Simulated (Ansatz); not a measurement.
**C2H5BFN: how energies converge with the basis set**

The task here is to estimate one member of a computed series from the others.

Program: Ansatz 0.2.0, Gaussian basis. Level of theory: one geometry, several basis sets. These are calculated values, not measurements.

The runs, in order: PBE0-D4/def2-SVP; ωB97M-V/def2-SVP; PBE0-D4/def2-QZVPP; ωB97M-V/def2-QZVPP; the functionals' def2-TZVPP values are taken from earlier runs.

### The relaxed structure

The geometry comes from an earlier relaxation with PBE0-D4 in a triple-zeta def2 set; it is a stationary point, not always the lowest conformer.

SMILES `BC(=N)CF`, 10 atoms, charge 0, spin multiplicity 1.

Atoms are counted from 1 here; the program's logs count them from 0.

Bond lengths: B1–C2 1.565 Å, B1–H6 1.195 Å, B1–H7 1.191 Å, C2–N3 1.273 Å, C2–C4 1.501 Å, N3–H8 1.025 Å, C4–F5 1.383 Å, C4–H9 1.096 Å, C4–H10 1.094 Å. Angles: C2–B1–H6 119.0°, C2–B1–H7 120.3°, H6–B1–H7 120.7°, B1–C2–N3 115.1°, B1–C2–C4 120.1°, N3–C2–C4 124.4°, C2–N3–H8 112.2°, C2–C4–F5 109.7°, C2–C4–H9 110.1°, C2–C4–H10 111.3°, F5–C4–H9 107.8°, F5–C4–H10 108.5°, H9–C4–H10 109.3°.

Set-up of the first run:

in.yaml

```yaml
crystal:
  periodic: [false, false, false]
  atoms:
    - {symbol: B, position_ang: [-0.368681, 0.183117, 1.525960]}
    - {symbol: C, position_ang: [0.386362, -0.046084, 0.173932]}
    - {symbol: N, position_ang: [1.586161, -0.456551, 0.287914]}
    - {symbol: C, position_ang: [-0.353736, 0.058912, -1.128001]}
    - {symbol: F, position_ang: [-1.387774, 0.969121, -1.004588]}
    - {symbol: H, position_ang: [-1.371425, -0.431478, 1.740313]}
    - {symbol: H, position_ang: [0.084239, 0.913770, 2.350037]}
    - {symbol: H, position_ang: [1.992280, -0.722818, -0.614919]}
    - {symbol: H, position_ang: [-0.790369, -0.910839, -1.392423]}
    - {symbol: H, position_ang: [0.306044, 0.391550, -1.935324]}
basis:
  gaussian: {orbitals: def2-SVP}
hamiltonian: {xc: pbe0, dispersion: d4}
output: {orbitals: {seedname: orbitals}}
```

Run with:

```sh
$ ansatz run in.yaml --threads 2 --pin off --events-out ev --progress --plain --max-ram 4352MiB
```

Steps of the session up to this table: PBE0-D4 in def2-SVP; ωB97M-V in def2-SVP; PBE0-D4 in def2-QZVPP; ωB97M-V in def2-QZVPP.

One table of the session follows, with a row left open; its other results are not shown here.

It belongs to the step «Density functionals: the series». 

| functional | basis | HOMO (eV) | LUMO (eV) |
| --- | --- | --- | --- |
| PBE0-D4 | def2-SVP | ? | ? |
| PBE0-D4 | def2-TZVPP | -7.75 | -2.13 |
| PBE0-D4 | def2-QZVPP | -7.79 | -2.17 |
| ωB97M-V | def2-SVP | -9.91 | 0.19 |
| ωB97M-V | def2-TZVPP | -10.13 | -0.06 |
| ωB97M-V | def2-QZVPP | -10.17 | -0.13 |

Estimate the missing values for PBE0-D4, def2-SVP.

**Answer.** HOMO (eV): -7.55; LUMO (eV): -1.96. In the column «HOMO (eV)» it is the highest.
